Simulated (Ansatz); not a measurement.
# Zr: the cost of one run

Method: DFT PBE, scalar-relativistic, plane waves, PAW, in Ansatz 0.2.0.

## (1) The starting structure

It takes space group P6_3/mmc (No. 194, hexagonal). Conventional cell: a = 3.233 Å, b = 3.233 Å, c = 5.149 Å, α = 90.00°, β = 90.00°, γ = 120.00°. Zr (site symmetry -6m2) is surrounded by 12 Zr at 3.18 to 3.23 Å.

Coordinates:

```cif
data_structure
_symmetry_space_group_name_H-M 'P6_3/mmc'
_symmetry_Int_Tables_number 194
_cell_length_a 3.2330
_cell_length_b 3.2330
_cell_length_c 5.1490
_cell_angle_alpha 90.000
_cell_angle_beta 90.000
_cell_angle_gamma 120.000
_cell_volume 46.61
loop_
_atom_site_label
_atom_site_type_symbol
_atom_site_symmetry_multiplicity
_atom_site_Wyckoff_symbol
_atom_site_fract_x
_atom_site_fract_y
_atom_site_fract_z
_atom_site_occupancy
Zr1 Zr 2 d 0.33333 0.66667 0.75000 1
```

## (2) Single point: Zr, no spin

The input, input.yaml:

```yaml
crystal:
  lattice:
    - [3.233, 0.0, 0.0]
    - [-1.6165, 2.7998601304, 0.0]
    - [0.0, 0.0, 5.149]
  atoms:
    - { symbol: Zr, position: [0.0, 0.0, 0.0] }
    - { symbol: Zr, position: [0.3333333333, 0.6666666667, 0.5] }
scf:
  occupations: { method: gaussian, width: 0.1 }
output:
  forces: true
  stress: true
  eigenvalues: true
  efg: {}
  bader: true
  write_density: true
  write_potential: true
  elf: true
  volumetric_format: npy
kpoints:
  mp_grid: { grid: [15, 15, 10] }
hamiltonian:
  xc: pbe
```

On the command line:

```sh
ansatz run input.yaml --threads 8 --pin off --max-ram 20480MiB --backend cpu --events-out ev --progress --plain --runs-dir out
```

What time and memory should one allow on 8 threads of Arm Neoverse V2, shared host?

About 2.1 s, with a peak of 0.47 GiB.
